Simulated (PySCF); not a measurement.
# Co2H4: structure of the singlet

The task is one start of a wider search on Co2H4: the singlet, from a ethylene-like start. It is relaxed, tested by its Hessian and followed downhill if it is a saddle.

Computed with PySCF 2.14.0. Level: PBE0, basis Co def2-TZVP, H def2-TZVP, no relativity, density fitting.

## 1. The starting structure

6 atoms, charge 0, spin multiplicity 1.

Bond lengths: Co1–Co2 2.220 Å, Co1–H3 1.430 Å, Co1–H4 1.430 Å, Co2–H5 1.430 Å, Co2–H6 1.430 Å. Angles: Co2–Co1–H3 120.0°, Co2–Co1–H4 120.0°, H3–Co1–H4 118.6°, Co1–Co2–H5 120.0°, Co1–Co2–H6 120.0°, H5–Co2–H6 118.6°.

```xyz
6
charge 0 multiplicity 1
Co    1.1100    0.0000    0.0000
Co   -1.1100    0.0000    0.0000
H     1.8250    1.2298    0.1500
H     1.8250   -1.2298    0.1500
H    -1.8250    1.2298   -0.1500
H    -1.8250   -1.2298   -0.1500
```

## 2. First SCF at the start

One driver script runs all steps and calls PySCF; scf.py shows how it sets up the SCF of each step. The optimiser is the driver's own. After this first run the driver tries any further starts and a stability analysis.

scf.py reads:

```python
from pyscf import gto, scf, dft
mol = gto.M(atom='''
Co     1.110000     0.000000     0.000000
Co    -1.110000     0.000000     0.000000
H      1.825000     1.229800     0.150000
H      1.825000    -1.229800     0.150000
H     -1.825000     1.229800    -0.150000
H     -1.825000    -1.229800    -0.150000''',
    basis={'Co': 'def2-TZVP', 'H': 'def2-TZVP'},
    charge=0, spin=0)
mf = dft.RKS(mol, xc='PBE0')
mf.grids.atom_grid = (50, 194)
aux = {'Co': 'def2-universal-JKFIT', 'H': 'def2-universal-JKFIT'}
mf = mf.density_fit(auxbasis=aux)
mf.conv_tol = 1e-08
mf.diis_space = 10
mf.max_cycle = 60
mf.init_guess = 'minao'
mf.verbose = 4
mf.kernel()
```

Started as:

```bash
> OMP_NUM_THREADS=2 python axn.py task.json out
```

Log:

```text
init E= -2765.57583456344
  HOMO = 0.151244137578024  LUMO = 0.184171453576664  gap/eV = 0.89600
cycle= 1 E= -2733.5862757463  delta_E=   32  |g|= 11.6  |ddm|= 61.7
  HOMO = -3.05951790633254  LUMO = -2.56688424541678  gap/eV = 13.40524
cycle= 2 E= -2723.41920154434  delta_E= 10.2  |g|= 19.4  |ddm|= 62.2
  HOMO = -1.35960725538884  LUMO = -1.07888275694397  gap/eV = 7.63890
cycle= 3 E= -2752.00693804282  delta_E= -28.6  |g|= 11.1  |ddm|= 5.42
  HOMO = -0.542485105425336  LUMO = -0.493043419662197  gap/eV = 1.34538
cycle= 4 E= -2761.41547499634  delta_E= -9.41  |g|=  7.3  |ddm|= 2.29
  HOMO = -0.606815071765352  LUMO = -0.492666260974347  gap/eV = 3.10615
cycle= 5 E= -2761.56630925206  delta_E= -0.151  |g|= 6.82  |ddm|= 0.731
  HOMO = -0.532797914054172  LUMO = -0.457347337471714  gap/eV = 2.05311
cycle= 6 E= -2763.76374176862  delta_E= -2.2  |g|= 5.44  |ddm|= 0.784
  HOMO = -0.192241751591596  LUMO = -0.149374836166562  gap/eV = 1.16647
cycle= 7 E= -2767.15551947476  delta_E= -3.39  |g|= 0.324  |ddm|= 1.68
  HOMO = -0.199651103026812  LUMO = -0.140371771977386  gap/eV = 1.61307
cycle= 8 E= -2767.16482986472  delta_E= -0.00931  |g|= 0.314  |ddm|= 0.313
  HOMO = -0.211353781493243  LUMO = -0.146256559399679  gap/eV = 1.77139
cycle= 9 E= -2767.17333978844  delta_E= -0.00851  |g|= 0.183  |ddm|= 0.123
  HOMO = -0.226749615184841  LUMO = -0.155469939114403  gap/eV = 1.93962
cycle= 10 E= -2767.17927876589  delta_E= -0.00594  |g|= 0.0373  |ddm|= 0.186
  HOMO = -0.222791043503945  LUMO = -0.15239940843163  gap/eV = 1.91545
cycle= 11 E= -2767.17983500747  delta_E= -0.000556  |g|= 0.0259  |ddm|= 0.0553
  HOMO = -0.223485469210693  LUMO = -0.152793045983949  gap/eV = 1.92364
cycle= 12 E= -2767.18076222147  delta_E= -0.000927  |g|= 0.0274  |ddm|= 0.141
  HOMO = -0.225227824366618  LUMO = -0.153931649886799  gap/eV = 1.94007
cycle= 13 E= -2767.18115581535  delta_E= -0.000394  |g|= 0.0118  |ddm|= 0.0764
  HOMO = -0.227080996253521  LUMO = -0.155314593967849  gap/eV = 1.95286
cycle= 14 E= -2767.18139778819  delta_E= -0.000242  |g|= 0.00442  |ddm|= 0.0842
  HOMO = -0.227243442314367  LUMO = -0.15541063063255  gap/eV = 1.95467
cycle= 15 E= -2767.18143438408  delta_E= -3.66e-05  |g|= 0.00686  |ddm|= 0.0363
  HOMO = -0.227249427410528  LUMO = -0.15541064077901  gap/eV = 1.95483
cycle= 16 E= -2767.18144221514  delta_E= -7.83e-06  |g|= 0.00399  |ddm|= 0.00626
  HOMO = -0.227543727775237  LUMO = -0.155617166385158  gap/eV = 1.95722
cycle= 17 E= -2767.18145955033  delta_E= -1.73e-05  |g|= 0.00102  |ddm|= 0.0213
  HOMO = -0.227599223646385  LUMO = -0.155669118464478  gap/eV = 1.95732
cycle= 18 E= -2767.18146096154  delta_E= -1.41e-06  |g|= 0.000523  |ddm|= 0.00612
  HOMO = -0.227591254177141  LUMO = -0.155666107113773  gap/eV = 1.95718
cycle= 19 E= -2767.18146123184  delta_E= -2.7e-07  |g|= 0.000119  |ddm|= 0.00233
  HOMO = -0.22758849836202  LUMO = -0.155667874649401  gap/eV = 1.95706
cycle= 20 E= -2767.18146125715  delta_E= -2.53e-08  |g|= 0.000101  |ddm|= 0.000823
  HOMO = -0.227591199342975  LUMO = -0.155670472690951  gap/eV = 1.95706
cycle= 21 E= -2767.18146125822  delta_E= -1.07e-09  |g|= 7.51e-05  |ddm|= 0.000126
  HOMO = -0.227592922902877  LUMO = -0.155671793771525  gap/eV = 1.95707
Extra cycle  E= -2767.18146114241  delta_E= 1.16e-07  |g|= 0.000974  |ddm|= 0.000391
SCF not converged.
init E= -2765.57583456344
  HOMO = 0.366268716142066  LUMO = 0.370729426068445  gap/eV = 0.12138
cycle= 1 E= -2752.59194263382  delta_E=   13  |g|= 10.6  |ddm|=   18
  HOMO = -1.51064075456515  LUMO = -1.16188139653158  gap/eV = 9.49023
cycle= 2 E= -2736.09895301813  delta_E= 16.5  |g|= 17.2  |ddm|= 18.9
  HOMO = -0.616603167821973  LUMO = -0.277112438347049  gap/eV = 9.23801
cycle= 3 E= -2758.63573656724  delta_E= -22.5  |g|= 7.92  |ddm|= 4.06
  HOMO = -0.0560595519244784  LUMO = 0.0545960887093138  gap/eV = 3.01109
cycle= 4 E= -2766.44341679609  delta_E= -7.81  |g|= 2.24  |ddm|= 2.15
  HOMO = -0.197994394153284  LUMO = 0.132268811504125  gap/eV = 8.98692
cycle= 5 E= -2767.00173397307  delta_E= -0.558  |g|= 0.933  |ddm|= 0.632
  HOMO = -0.175239364435894  LUMO = 0.168348249992588  gap/eV = 9.34950
cycle= 6 E= -2767.15403121028  delta_E= -0.152  |g|= 0.167  |ddm|= 0.359
  HOMO = -0.185524582509482  LUMO = 0.167588373345309  gap/eV = 9.60869
cycle= 7 E= -2767.16449881481  delta_E= -0.0105  |g|= 0.267  |ddm|= 0.194
  HOMO = -0.196671156155235  LUMO = 0.162259167180537  gap/eV = 9.76699
cycle= 8 E= -2767.16467502678  delta_E= -0.000176  |g|= 0.316  |ddm|= 0.101
  HOMO = -0.214081946176879  LUMO = 0.152080933123644  gap/eV = 9.96380
cycle= 9 E= -2767.1735475448  delta_E= -0.00887  |g|= 0.18  |ddm|= 0.0818
  HOMO = -0.226715946379501  LUMO = 0.144122744472601  gap/eV = 10.09103
cycle= 10 E= -2767.17843107114  delta_E= -0.00488  |g|= 0.0317  |ddm|= 0.0809
  HOMO = -0.224647522262841  LUMO = 0.145716520775624  gap/eV = 10.07812
cycle= 11 E= -2767.17908162085  delta_E= -0.000651  |g|= 0.0134  |ddm|= 0.039
  HOMO = -0.223989871300769  LUMO = 0.146577104629729  gap/eV = 10.08364
cycle= 12 E= -2767.17947750019  delta_E= -0.000396  |g|= 0.0104  |ddm|= 0.0314
  HOMO = -0.224004569671627  LUMO = 0.146643785661036  gap/eV = 10.08586
cycle= 13 E= -2767.17979482571  delta_E= -0.000317  |g|= 0.00911  |ddm|= 0.0288
  HOMO = -0.224974813047186  LUMO = 0.146163239532972  gap/eV = 10.09918
cycle= 14 E= -2767.18014711554  delta_E= -0.000352  |g|= 0.0159  |ddm|= 0.04
  HOMO = -0.224988936172495  LUMO = 0.146158742387088  gap/eV = 10.09944
cycle= 15 E= -2767.18039119483  delta_E= -0.000244  |g|= 0.013  |ddm|= 0.0292
  HOMO = -0.225493880295105  LUMO = 0.145900581141249  gap/eV = 10.10616
cycle= 16 E= -2767.18061453831  delta_E= -0.000223  |g|= 0.0163  |ddm|= 0.0341
  HOMO = -0.2257281265488  LUMO = 0.145743458967559  gap/eV = 10.10826
cycle= 17 E= -2767.18079121705  delta_E= -0.000177  |g|= 0.0158  |ddm|= 0.0298
  HOMO = -0.225780532435745  LUMO = 0.145700180385194  gap/eV = 10.10851
cycle= 18 E= -2767.18092551031  delta_E= -0.000134  |g|= 0.0123  |ddm|= 0.0244
  HOMO = -0.226385858314021  LUMO = 0.145290289541535  gap/eV = 10.11382
cycle= 19 E= -2767.18103736064  delta_E= -0.000112  |g|= 0.0147  |ddm|= 0.0263
  HOMO = -0.226197951195985  LUMO = 0.145433546666315  gap/eV = 10.11261
cycle= 20 E= -2767.18112465038  delta_E= -8.73e-05  |g|= 0.0108  |ddm|= 0.0192
  HOMO = -0.226848904198516  LUMO = 0.144913420572217  gap/eV = 10.11617
cycle= 21 E= -2767.18120839406  delta_E= -8.37e-05  |g|= 0.0143  |ddm|= 0.0266
  HOMO = -0.226944450766301  LUMO = 0.144827595814375  gap/eV = 10.11643
cycle= 22 E= -2767.18127863793  delta_E= -7.02e-05  |g|= 0.0131  |ddm|= 0.0226
  HOMO = -0.226963563232935  LUMO = 0.14477094891111  gap/eV = 10.11541
cycle= 23 E= -2767.18133609974  delta_E= -5.75e-05  |g|= 0.0108  |ddm|= 0.0206
  HOMO = -0.226910320933356  LUMO = 0.144820765704202  gap/eV = 10.11532
cycle= 24 E= -2767.18137627452  delta_E= -4.02e-05  |g|= 0.00729  |ddm|= 0.0155
  HOMO = -0.227311118035375  LUMO = 0.144537345165761  gap/eV = 10.11851
cycle= 25 E= -2767.18140126074  delta_E= -2.5e-05  |g|= 0.0079  |ddm|= 0.0149
  HOMO = -0.227430667312493  LUMO = 0.144453247264904  gap/eV = 10.11948
cycle= 26 E= -2767.18142051587  delta_E= -1.93e-05  |g|= 0.0077  |ddm|= 0.0133
  HOMO = -0.227490722762337  LUMO = 0.144386871548487  gap/eV = 10.11930
cycle= 27 E= -2767.18143554785  delta_E= -1.5e-05  |g|= 0.00718  |ddm|= 0.013
  HOMO = -0.227482665227065  LUMO = 0.14440801832407  gap/eV = 10.11966
cycle= 28 E= -2767.18144591616  delta_E= -1.04e-05  |g|= 0.00512  |ddm|= 0.00891
  HOMO = -0.227438790364395  LUMO = 0.144449513374178  gap/eV = 10.11960
cycle= 29 E= -2767.18145146328  delta_E= -5.55e-06  |g|= 0.00327  |ddm|= 0.00512
  HOMO = -0.22750438826745  LUMO = 0.14438610093536  gap/eV = 10.11966
cycle= 30 E= -2767.1814546992  delta_E= -3.24e-06  |g|= 0.00293  |ddm|= 0.00561
  HOMO = -0.227556811767861  LUMO = 0.144343480793099  gap/eV = 10.11992
cycle= 31 E= -2767.18145681356  delta_E= -2.11e-06  |g|= 0.00267  |ddm|= 0.00473
  HOMO = -0.227528845521459  LUMO = 0.144366852892282  gap/eV = 10.11980
cycle= 32 E= -2767.18145830946  delta_E= -1.5e-06  |g|= 0.00176  |ddm|= 0.00301
  HOMO = -0.227511388808614  LUMO = 0.144382735716083  gap/eV = 10.11975
cycle= 33 E= -2767.18145915527  delta_E= -8.46e-07  |g|= 0.000966  |ddm|= 0.0018
  HOMO = -0.227535744819171  LUMO = 0.144365606459393  gap/eV = 10.11995
cycle= 34 E= -2767.18145975447  delta_E= -5.99e-07  |g|= 0.000992  |ddm|= 0.0018
  HOMO = -0.227550071873623  LUMO = 0.144353946396754  gap/eV = 10.12002
cycle= 35 E= -2767.18146014103  delta_E= -3.87e-07  |g|= 0.000989  |ddm|= 0.00153
  HOMO = -0.227564577457268  LUMO = 0.144344800823681  gap/eV = 10.12017
cycle= 36 E= -2767.18146049508  delta_E= -3.54e-07  |g|= 0.000934  |ddm|= 0.00145
  HOMO = -0.22757222558085  LUMO = 0.144338732715521  gap/eV = 10.12021
cycle= 37 E= -2767.18146073007  delta_E= -2.35e-07  |g|= 0.000813  |ddm|= 0.00124
  HOMO = -0.2275704816311  LUMO = 0.144342577423098  gap/eV = 10.12027
cycle= 38 E= -2767.18146093346  delta_E= -2.03e-07  |g|= 0.000666  |ddm|= 0.0011
  HOMO = -0.227573942179421  LUMO = 0.144340666035766  gap/eV = 10.12031
cycle= 39 E= -2767.18146105914  delta_E= -1.26e-07  |g|= 0.000555  |ddm|= 0.00089
  HOMO = -0.227590392003376  LUMO = 0.144329049074905  gap/eV = 10.12044
cycle= 40 E= -2767.18146112738  delta_E= -6.82e-08  |g|= 0.000549  |ddm|= 0.000762
  HOMO = -0.227586008696583  LUMO = 0.144333081447392  gap/eV = 10.12043
cycle= 41 E= -2767.18146118116  delta_E= -5.38e-08  |g|= 0.000434  |ddm|= 0.000573
  HOMO = -0.227583848288613  LUMO = 0.144334411265596  gap/eV = 10.12041
cycle= 42 E= -2767.18146121563  delta_E= -3.45e-08  |g|= 0.000317  |ddm|= 0.000452
  HOMO = -0.227586590503492  LUMO = 0.144333253825226  gap/eV = 10.12045
cycle= 43 E= -2767.18146123481  delta_E= -1.92e-08  |g|= 0.000258  |ddm|= 0.000368
  HOMO = -0.227590211787762  LUMO = 0.144330364881296  gap/eV = 10.12047
cycle= 44 E= -2767.18146124498  delta_E= -1.02e-08  |g|= 0.000213  |ddm|= 0.000271
  HOMO = -0.227588305197804  LUMO = 0.144331682156024  gap/eV = 10.12046
cycle= 45 E= -2767.18146125155  delta_E= -6.56e-09  |g|= 0.000144  |ddm|= 0.000177
  HOMO = -0.227586739754889  LUMO = 0.144332744445812  gap/eV = 10.12044
cycle= 46 E= -2767.18146125502  delta_E= -3.47e-09  |g|= 8.03e-05  |ddm|= 0.000109
  HOMO = -0.227571702181615  LUMO = -0.155657857482701  gap/eV = 1.95688
Extra cycle  E= -2767.18146124231  delta_E= 1.27e-08  |g|= 0.00037  |ddm|= 0.000217
converged SCF energy = -2767.18146124231
```

This step, with its further starts and checks, ran for 37 s (2 threads of Arm Neoverse V1, shared host).

Energies from each starting density:

| start | energy (Eh) |
| --- | --- |
| the minimal-basis guess | -2767.181461 |
| a thermally smeared density | -2767.181461 |
| a smeared PBE density | -2767.181461 |

The first run landed in a state that is too high. Following the other starts and the instabilities gains 2.6 kJ/mol (-2767.18246 Eh), and the work goes on from there.

## 3. Ethylene-like start, singlet: relaxation

The program finds C2h symmetry in the start, which this walk keeps.

Edit scf.py of step 2 so:

```diff
@@ -4 +4 @@
-Co    -1.110000     0.000000     0.000000
+Co    -1.110000     0.000000    -0.000000
@@ -18 +17,0 @@
-mf.init_guess = 'minao'
```

The optimiser's trace:

| step | energy (Eh) | change (kJ/mol) | largest symmetric gradient (Eh/bohr) |
| --- | --- | --- | --- |
| 0 | -2767.182464 | 0.00 | 0.01396 |
| 1 | -2767.225204 | -112.21 | 0.07022 |
| 2 | -2767.264655 | -215.79 | 0.02239 |
| 3 | -2767.273647 | -239.40 | 0.01820 |
| 4 | -2767.295757 | -297.45 | 0.01899 |
| 5 | -2767.304384 | -320.10 | 0.01894 |
| 6 | -2767.306289 | -325.10 | 0.01203 |
| 7 | -2767.306811 | -326.47 | 0.00650 |
| 8 | -2767.307164 | -327.40 | 0.00063 |
| 9 | -2767.307188 | -327.46 | 0.00049 |
| 10 | -2767.307190 | -327.47 | 0.00028 |

The walk took 39 s.

Geometry (Å) and forces (eV/Å) at some steps:

```
step 0
Co   1.110   0.000   0.000   0.086   0.027  -0.611
Co  -1.110   0.000   0.000  -0.087   0.035   0.607
H    1.825   1.230   0.150   0.742   0.199   0.431
H    1.825  -1.230   0.150   0.694  -0.231   0.064
H   -1.825   1.230  -0.150  -0.747   0.200  -0.429
H   -1.825  -1.230  -0.150  -0.688  -0.231  -0.062
step 1
Co   1.133   0.000  -0.181  -0.083   0.000  -3.614
Co  -1.133   0.000   0.181   0.083   0.000   3.614
H    1.864   1.207   0.208  -0.311  -0.085   1.062
H    1.864  -1.207   0.208  -0.312   0.085   1.062
H   -1.864   1.207  -0.208   0.311  -0.085  -1.062
H   -1.864  -1.207  -0.208   0.312   0.085  -1.062
step 5
Co   0.950   0.000  -0.541  -0.978   0.000  -0.322
Co  -0.950   0.000   0.541   0.978   0.000   0.322
H    1.523   1.005   0.289   0.061   0.202   0.270
H    1.523  -1.005   0.289   0.061  -0.202   0.270
H   -1.523   1.005  -0.289  -0.061   0.202  -0.270
H   -1.523  -1.005  -0.289  -0.061  -0.202  -0.270
step 10
Co   0.880   0.000  -0.568   0.015   0.000   0.000
Co  -0.880   0.000   0.568  -0.015   0.000   0.000
H    1.451   1.007   0.297  -0.008   0.003  -0.001
H    1.451  -1.007   0.297  -0.008  -0.003  -0.001
H   -1.451   1.007  -0.297   0.008   0.003   0.001
H   -1.451  -1.007  -0.297   0.008  -0.003   0.001
```

After 10 steps and 327.5 kJ/mol it ends at C2h: Co–Co 2.095 Å, Co–H 1.445 Å (×4); Co–Co–H 90.4° (×4), H–Co–H 88.4° (×2).

## 4. Vibrations and properties at this point

On the finer grid the gradient is checked again; gradients at displacements of ±0.02 bohr then give force constants and infrared intensities.

Edit scf.py of step 3 so:

```diff
@@ -3,6 +3,6 @@
-Co     1.110000     0.000000     0.000000
-Co    -1.110000     0.000000    -0.000000
-H      1.825000     1.229800     0.150000
-H      1.825000    -1.229800     0.150000
-H     -1.825000     1.229800    -0.150000
-H     -1.825000    -1.229800    -0.150000''',
+Co     0.879487     0.000000    -0.569587
+Co    -0.879487     0.000000     0.569587
+H      1.445247     1.008895     0.296106
+H      1.445247    -1.008895     0.296106
+H     -1.445247     1.008895    -0.296106
+H     -1.445247    -1.008895    -0.296106''',
@@ -12 +12 @@
-mf.grids.atom_grid = (50, 194)
+mf.grids.atom_grid = (75, 302)
@@ -15 +15 @@
-mf.conv_tol = 1e-08
+mf.conv_tol = 1e-10
```

This SCF starts from the last density.

SCF at the final geometry:

```text
init E= -2767.30651203918
  HOMO = -0.22932460194455  LUMO = -0.0819652565846498  gap/eV = 4.00985
cycle= 1 E= -2767.30651203867  delta_E= 5.17e-10  |g|= 7.22e-05  |ddm|= 2.68e-05
  HOMO = -0.229303944464482  LUMO = -0.0819488982780703  gap/eV = 4.00974
cycle= 2 E= -2767.3065120298  delta_E= 8.86e-09  |g|= 0.000298  |ddm|= 0.00011
  HOMO = -0.229320502199353  LUMO = -0.0819619870520611  gap/eV = 4.00983
cycle= 3 E= -2767.30651203921  delta_E= -9.41e-09  |g|= 2.93e-06  |ddm|= 8.78e-05
  HOMO = -0.229320518171153  LUMO = -0.0819619980652515  gap/eV = 4.00983
cycle= 4 E= -2767.30651203921  delta_E= -4.55e-13  |g|= 9.52e-07  |ddm|= 1.02e-06
  HOMO = -0.229320709646258  LUMO = -0.0819621382240481  gap/eV = 4.00983
Extra cycle  E= -2767.30651203921  delta_E= 2.27e-12  |g|= 6.88e-06  |ddm|= 2.34e-06
converged SCF energy = -2767.30651203921
```

The whole step took 2.2 min.

Geometry: C2h; Co–Co 2.096 Å, Co–H 1.445 Å (×4); Co–Co–H 90.2° (×4), H–Co–H 88.6° (×2).

Harmonic modes (main isotopes):

```tsv
symmetry	ω (cm⁻¹)	IR (km/mol)	μ (u)
au	132i	12.2	1.01
bu	130	274	1.04
au	319	49.7	1.02
ag	324	0.0	17.96
bg	482	0.0	1.04
ag	586	0.0	1.08
bu	759	59.7	1.02
ag	779	0.0	1.03
bg	2047	0.0	1.02
au	2065	244	1.02
bu	2086	248	1.03
ag	2090	0.0	1.03
```

With 1 mode imaginary (up to 132i cm⁻¹) this point is a saddle.

Constants and moments:

```yaml
Dipole_moment: 0.00 D
Highest_occupied_level: -6.24 eV
Lowest_empty_level: -2.23 eV
Rotational_constants: 2.039, 0.122, 0.122 cm⁻¹
Zero-point_energy_real_modes: 69.8 kJ/mol
Principal_polarisabilities: 47.4, 53.5, 80.4 bohr³
Atomisation_energy_without_zero-point_energy: 862 kJ/mol
Principal_traceless_quadrupole_moments_about_the_centre_of_mass: -8.44, -3.46, 11.90 D Å
```

Populations by atom (charges in e):

```csv
atom,Mulliken,Löwdin,polar tensor,Mayer order to Co1
Co1,0.11,0.00,0.46,–
Co2,0.11,0.00,0.46,1.16
"H3,4",-0.05,0.00,-0.23,0.92
"H5,6",-0.05,0.00,-0.23,0.05
```

Outer orbital energies (eV). occupied: -8.47, -7.82, -7.69, -7.36, -7.00, -6.94, -6.26, -6.24; empty: -2.23, -2.02, -1.48, -0.41.

Mulliken populations on Co1: s 6.60, p 12.27, d 8.02, f 0.00.

## 5. Leaving the saddle point

The start is the last point, displaced along its most imaginary mode.

The program finds C2 symmetry in the start, which this walk keeps. The walk stops when the largest gradient is under 0.0003 Eh/bohr and the energy has settled too.

Edit scf.py of step 4 so:

```diff
@@ -3,6 +3,6 @@
-Co     0.879487     0.000000    -0.569587
-Co    -0.879487     0.000000     0.569587
-H      1.445247     1.008895     0.296106
-H      1.445247    -1.008895     0.296106
-H     -1.445247     1.008895    -0.296106
-H     -1.445247    -1.008895    -0.296106''',
+Co     0.879487     0.001105    -0.569587
+Co    -0.879487     0.001105     0.569587
+H      1.260655     0.976596     0.461582
+H      1.629839    -1.041194     0.130629
+H     -1.260655     0.976596    -0.461582
+H     -1.629839    -1.041194    -0.130629''',
@@ -12 +12 @@
-mf.grids.atom_grid = (75, 302)
+mf.grids.atom_grid = (50, 194)
@@ -15 +15 @@
-mf.conv_tol = 1e-10
+mf.conv_tol = 1e-08
```

Energy and gradient, step by step:

| step | energy (Eh) | change (kJ/mol) | largest symmetric gradient (Eh/bohr) |
| --- | --- | --- | --- |
| 0 | -2767.306998 | 0.00 | 0.00503 |
| 1 | -2767.307238 | -0.63 | 0.00296 |
| 2 | -2767.307425 | -1.12 | 0.00099 |
| 3 | -2767.307437 | -1.15 | 0.00081 |
| 4 | -2767.307500 | -1.32 | 0.00081 |
| 5 | -2767.307545 | -1.44 | 0.00140 |
| 6 | -2767.307760 | -2.00 | 0.00567 |
| 7 | -2767.307970 | -2.55 | 0.00578 |
| 8 | -2767.308412 | -3.71 | 0.00391 |
| 9 | -2767.308641 | -4.32 | 0.00227 |
| 10 | -2767.308759 | -4.62 | 0.00155 |
| 11 | -2767.308817 | -4.78 | 0.00097 |

The walk took 43 s.

Positions (Å) and forces (eV/Å) along the way:

```
step 0
Co   0.879   0.001  -0.570   0.125  -0.022   0.262
Co  -0.879   0.001   0.570  -0.125  -0.022  -0.262
H    1.261   0.977   0.462  -0.089  -0.193  -0.134
H    1.630  -1.041   0.131  -0.128   0.214  -0.105
H   -1.261   0.977  -0.462   0.089  -0.193   0.134
H   -1.630  -1.041  -0.131   0.128   0.214   0.105
step 1
Co   0.879   0.001  -0.569   0.061  -0.009   0.155
Co  -0.879   0.001   0.569  -0.061  -0.009  -0.155
H    1.258   0.968   0.462  -0.064  -0.128  -0.076
H    1.629  -1.033   0.129  -0.075   0.137  -0.059
H   -1.258   0.968  -0.462   0.064  -0.128   0.076
H   -1.629  -1.033  -0.129   0.075   0.137   0.059
step 6
Co   0.848   0.028  -0.595   0.295  -0.065   0.264
Co  -0.848   0.028   0.595  -0.295  -0.065  -0.264
H    1.105   0.861   0.599  -0.098  -0.011  -0.148
H    1.735  -0.953   0.014  -0.038   0.075  -0.152
H   -1.105   0.861  -0.599   0.098  -0.011   0.148
H   -1.735  -0.953  -0.014   0.038   0.075   0.152
step 11
Co   0.856   0.009  -0.589   0.051  -0.013   0.018
Co  -0.856   0.009   0.589  -0.051  -0.013  -0.018
H    0.944   0.823   0.652   0.024  -0.008  -0.007
H    1.872  -0.896  -0.075   0.014   0.021  -0.007
H   -0.944   0.823  -0.652  -0.024  -0.008   0.007
H   -1.872  -0.896   0.075  -0.014   0.021   0.007
```

It was stopped by the time limit after 11 steps, so the last geometry (Co–Co 2.077 Å, Co–H 1.455 Å (×2), Co–H 1.487 Å (×2)) is no stationary point.

## 6. Outcome

| quantity | value |
| --- | --- |
| relaxations | 2 |
| converged | 1 |
| saddle points found | 1 |
| minima found | 0 |

In words: No minimum was confirmed: the time limit cut the work short. The C2h point found is a saddle, so the minimum has another shape. No equilibrium property of the molecule follows from this session.
